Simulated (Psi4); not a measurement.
**Be2H2F2 ((HBe-mu-F)2): levels of theory compared**

Aim: a comparison of 5 runs (HF/STO-3G, B3LYP/6-31G*, M06-2X/6-31G**, MP2/def2-SVP) of Be2H2F2 ((HBe-mu-F)2). 

The calculation is run with Psi4 1.11.

5 further runs of the same task are left out: 1 that didn't finish, 4 set aside as unsound or not needed.

### 1 Starting point

The species is Be2H2F2 (6 atoms), meant as a singlet with charge 0. Geometry: a GFN2-xTB relaxation, a rough one for these elements and not checked as a minimum.

Bond lengths: Be1–F3 1.546 Å, F3–Be4 1.547 Å, Be1–F6 1.547 Å, Be4–F6 1.547 Å, Be1–H2 1.276 Å, Be4–H5 1.276 Å. Angles: Be1–F3–Be4 88.3°, F3–Be1–F6 91.7°, F3–Be4–F6 91.7°, Be1–F6–Be4 88.3°, H2–Be1–F3 134.1°, H2–Be1–F6 134.2°, F3–Be4–H5 134.1°, H5–Be4–F6 134.2°.

### 2 The energy at HF/STO-3G (run 1)

Input file calc.dat:

```
memory 1600 mb

molecule {
  0 1
  Be     0.765320     0.271580    -0.708070
  H      1.671180     0.592080    -1.547800
  F     -0.490990    -0.628020    -0.771430
  Be    -0.764440    -0.272490     0.708840
  H     -1.671850    -0.593170     1.546870
  F      0.490770     0.630020     0.771600
  symmetry c1
}

set basis STO-3G
set reference rhf
set puream true
set e_convergence 1e-09
set d_convergence 1e-08
set scf_type pk

e_tot, wfn = energy("hf", return_wfn=True)
oeprop(wfn, "LOWDIN_CHARGES", "MULLIKEN_CHARGES", "DIPOLE")
```

On the command line:

```sh
psi4 -n 1 calc.dat calc.out
```

calc.out:

```text
[...]
  Running in c1 symmetry.
[...]
  Nuclear repulsion =   84.484928936008231
[...]
  Multiplicity = 1
[...]
  Nalpha       = 14
  Nbeta        = 14
[...]
    Number of basis functions: 22
[...]
   @RHF iter   1:  -226.32615090266097   -2.04743e+00   1.07270e-02 ADIIS/DIIS
[...]
   @RHF iter   9:  -226.37317921063212   -5.11591e-13   3.39199e-09 DIIS
[...]
    Orbital Energies [Eh]
    ---------------------
    Doubly Occupied:
       1A    -26.052959     2A    -26.052573     3A     -4.551701
       4A     -4.551491     5A     -1.576397     6A     -1.537490
       7A     -0.675651     8A     -0.634936     9A     -0.612338
      10A     -0.607718    11A     -0.543422    12A     -0.539405
      13A     -0.437436    14A     -0.416726
[...]
  @RHF Final Energy:  -226.37317921063212
   => Energetics <=
    Nuclear Repulsion Energy =             84.4849289360082309
    One-Electron Energy =                -484.1357322185865542
    Two-Electron Energy =                 173.2776240719461782
    Total Energy =                       -226.3731792106321166
[...]
 Multipole Moments:
 ------------------------------------------------------------------------------------
     Multipole            Electronic (a.u.)      Nuclear  (a.u.)        Total (a.u.)
 ------------------------------------------------------------------------------------
 L = 1.  Multiply by 2.5417464519 to convert [e a0] to [Debye]
 Dipole X            :          0.0024656           -0.0011602            0.0013054
 Dipole Y            :         -0.0006840           -0.0010866           -0.0017706
 Dipole Z            :          0.0029297           -0.0014625            0.0014672
 Magnitude           :                                                    0.0026442
[...]
  Mulliken Charges: (a.u.)
   Center  Symbol    Alpha    Beta     Spin     Total
       1    BE     1.89218  1.89218  0.00000  0.21563
       2     H     0.52349  0.52349  0.00000 -0.04698
       3     F     4.58434  4.58434  0.00000 -0.16869
       4    BE     1.89216  1.89216  0.00000  0.21568
       5     H     0.52347  0.52347  0.00000 -0.04694
       6     F     4.58435  4.58435  0.00000 -0.16871
   Total alpha = 14.00000, Total beta = 14.00000, Total charge = -0.00000
  Lowdin Charges: (a.u.)
   Center  Symbol    Alpha    Beta     Spin     Total
[...]
```

Wall time 2.8 s (1 thread of Intel Xeon Platinum 8488C (Sapphire Rapids), shared host); peak memory 0.18 GiB.

### 3 Energy and gradient at B3LYP/6-31G(d) (spherical functions) (run 2)

Input file be2f2h2.xyz:

```xyz
6
Be2F2H2
Be     0.765320     0.271580    -0.708070
H      1.671180     0.592080    -1.547800
F     -0.490990    -0.628020    -0.771430
Be    -0.764440    -0.272490     0.708840
H     -1.671850    -0.593170     1.546870
F      0.490770     0.630020     0.771600
```

Input file calc.py:

```python
import psi4

psi4.set_memory(1600000000)
psi4.set_num_threads(1)
psi4.set_output_file('be2f2h2.out', False)

with open('be2f2h2.xyz') as f:
    atoms = ''.join(f.readlines()[2:])
geom = psi4.geometry('0 1\n' + atoms + 'symmetry c1\nno_reorient\nno_com')

psi4.set_options({
    'basis': '6-31G*',
    'puream': True,
    'e_convergence': 1e-09,
    'd_convergence': 1e-08,
    'scf_type': 'pk',
    'dft_radial_points': 99,
    'dft_spherical_points': 590,
})

E, wfn = psi4.gradient('b3lyp', return_wfn=True)
psi4.oeprop(wfn, 'MAYER_INDICES', 'LOWDIN_CHARGES', 'DIPOLE', title='B3LYP')
print('gradient / Eh bohr^-1')
print(E.np.round(6))
print(f'energy = {wfn.energy():.10f} Eh')
```

On the command line:

```sh
python calc.py
```

be2f2h2.out:

```text
[...]
  Running in c1 symmetry.
[...]
  Nuclear repulsion =   84.484928936008231
[...]
  Multiplicity = 1
[...]
  Nalpha       = 14
  Nbeta        = 14
[...]
    Number of basis functions: 60
[...]
   @RKS iter   1:  -230.48969854208349   -6.56201e-01   8.13966e-03 ADIIS/DIIS
[...]
   @RKS iter   9:  -230.57685521317694   -4.66116e-12   4.61044e-09 DIIS
[...]
    Orbital Energies [Eh]
    ---------------------
    Doubly Occupied:
       1A    -24.739207     2A    -24.739120     3A     -4.054885
       4A     -4.054674     5A     -1.249727     6A     -1.215476
       7A     -0.564622     8A     -0.535434     9A     -0.526973
      10A     -0.504126    11A     -0.462396    12A     -0.459282
      13A     -0.330678    14A     -0.319469
[...]
  @RKS Final Energy:  -230.57685521317694
   => Energetics <=
    Nuclear Repulsion Energy =             84.4849289360082309
    One-Electron Energy =                -486.5796840687326039
    Two-Electron Energy =                 193.8371137951003789
    DFT Exchange-Correlation Energy =     -22.3192138755529683
    Empirical Dispersion Energy =           0.0000000000000000
    VV10 Nonlocal Energy =                  0.0000000000000000
    Total Energy =                       -230.5768552131769411
[...]
  -Total Gradient:
     Atom            X                  Y                   Z
    ------   -----------------  -----------------  -----------------
       1        0.005361071501     0.001764614485    -0.004983154819
       2       -0.013327621347    -0.004714099521     0.012295582453
       3        0.003377120434     0.004433676150     0.005240698732
       4       -0.005354733623    -0.002118910461     0.004989829355
       5        0.013264920798     0.004754104994    -0.012324470528
       6       -0.003319019923    -0.004121975011    -0.005217519897
[...]
 Multipole Moments:
 ------------------------------------------------------------------------------------
     Multipole            Electronic (a.u.)      Nuclear  (a.u.)        Total (a.u.)
 ------------------------------------------------------------------------------------
 L = 1.  Multiply by 2.5417464519 to convert [e a0] to [Debye]
 Dipole X            :         -0.0004567            0.0016441            0.0011874
 Dipole Y            :         -0.0270288            0.0250767           -0.0019522
 Dipole Z            :         -0.0055524            0.0069542            0.0014018
 Magnitude           :                                                    0.0026806
[...]
```

On the terminal:

```text
gradient / Eh bohr^-1
[[ 0.005361  0.001765 -0.004983]
 [-0.013328 -0.004714  0.012296]
 [ 0.003377  0.004434  0.005241]
 [-0.005355 -0.002119  0.00499 ]
 [ 0.013265  0.004754 -0.012324]
 [-0.003319 -0.004122 -0.005218]]
energy = -230.5768552132 Eh
```

Wall time 13 s (1 thread of Intel Xeon Platinum 8488C (Sapphire Rapids), shared host); peak memory 0.77 GiB.

Runs 3 to 4 aren't shown in full; the table further down has their settings and results.

### 4 The energy at MP2/def2-SVP (run 5)

Input file calc.dat:

```
memory 1600 mb

molecule molecule1 {
  0 1
  Be     1.44624520     0.51321182    -1.33805838
  H      3.15807250     1.11886904    -2.92491810
  F     -0.92783663    -1.18678580    -1.45779142
  Be    -1.44458224    -0.51493147     1.33951347
  H     -3.15933862    -1.12092885     2.92316065
  F      0.92742089     1.19056525     1.45811268
  units au
  symmetry c1
}

set basis def2-SVP
set reference rhf
set puream true
set e_convergence 1e-09
set d_convergence 1e-08
set scf_type pk
set num_frozen_docc 2
set mp2_type conv

energy("mp2")
```

On the command line:

```sh
psi4 -i calc.dat -o calc.out -n 1
```

calc.out:

```text
[...]
  Running in c1 symmetry.
[...]
  Nuclear repulsion =   84.484928976527712
[...]
  Multiplicity = 1
[...]
  Nalpha       = 14
  Nbeta        = 14
[...]
    Number of basis functions: 56
[...]
   @RHF iter   1:  -229.24297834498273   -1.20061e+00   7.00633e-03 DIIS/ADIIS
[...]
   @RHF iter   9:  -229.29609192135672   -8.04334e-12   8.59986e-09 DIIS
[...]
    Orbital Energies [Eh]
    ---------------------
    Doubly Occupied:
       1A    -26.340879     2A    -26.340790     3A     -4.736945
       4A     -4.736609     5A     -1.641385     6A     -1.600713
       7A     -0.814028     8A     -0.769500     9A     -0.754917
      10A     -0.740165    11A     -0.699749    12A     -0.689580
      13A     -0.475585    14A     -0.464316
[...]
  @RHF Final Energy:  -229.29609192135672
   => Energetics <=
    Nuclear Repulsion Energy =             84.4849289765277121
    One-Electron Energy =                -485.9517209503181903
    Two-Electron Energy =                 172.1707000524337445
    Total Energy =                       -229.2960919213567195
[...]
 Multipole Moments:
 ------------------------------------------------------------------------------------
     Multipole            Electronic (a.u.)      Nuclear  (a.u.)        Total (a.u.)
 ------------------------------------------------------------------------------------
 L = 1.  Multiply by 2.5417464519 to convert [e a0] to [Debye]
 Dipole X            :          0.0028753           -0.0011602            0.0017151
 Dipole Y            :         -0.0016514           -0.0010866           -0.0027380
 Dipole Z            :          0.0032278           -0.0014625            0.0017653
 Magnitude           :                                                    0.0036817
[...]
	SCS-MP2 Total Energy (a.u.)        :  -229.74070294289368
	SOS-MP2 Total Energy (a.u.)        :  -229.70233921700441
	SCSN-MP2 Total Energy (a.u.)       :  -229.49865239405199
[...]
	SOS-PI-MP2 Total Energy (a.u.)     :  -229.77004709961236
[...]
	MP2 Total Energy (a.u.)            :  -229.74972251206421
[...]
```

It took 3.6 s on 1 thread of Intel Xeon Platinum 8488C (Sapphire Rapids), shared host; peak memory 0.23 GiB.

### 5 Overview of the runs

| run | level | task | integration grid | energy (Eh) | dipole moment (D) | HOMO energy (eV) | LUMO energy (eV) | wall time |
| --- | --- | --- | --- | --- | --- | --- | --- | --- |
| 1 | HF/STO-3G | energy | – | -226.373179 | 0.01 | -11.34 | 6.63 | 2.8 s |
| 2 | B3LYP/6-31G* (spherical functions) | gradient | 99 radial × 590 angular | -230.576855 | 0.01 | -8.69 | -0.03 | 13 s |
| 3 | B3LYP/6-31G* (Cartesian functions) | energy | 99 radial × 590 angular | -230.579505 | 0.01 | -8.69 | -0.03 | 11 s |
| 4 | M06-2X/6-31G** (spherical functions) | gradient | 99 radial × 590 angular | -230.485800 | 0.01 | -10.20 | 0.84 | 23 s |
| 5 | MP2/def2-SVP | energy | – | -229.749723 | – | -12.63 | 2.32 | 3.6 s |

### 6 Outcome

| quantity | value |
| --- | --- |
| run 5: total energy | -229.74972 Eh |
| run 5: HOMO energy (Hartree–Fock orbitals) | -12.63 eV |
| run 5: LUMO energy (Hartree–Fock orbitals) | 2.32 eV |
| run 5: HOMO–LUMO gap (Hartree–Fock orbitals) | 14.95 eV |
| run 5: correlation energy (2 core orbitals frozen) | -453.6 mEh |

In words: Over runs 1, 2, 3, 4 the HOMO–LUMO gap runs from 8.66 eV (B3LYP/6-31G*) to 17.97 eV (HF/STO-3G). The two ends differ in method and basis. Totals of different functionals can't be ranked against each other. In run 1 the basis is minimal, so the values are rough. All runs together took 53 s, the longest 23 s.
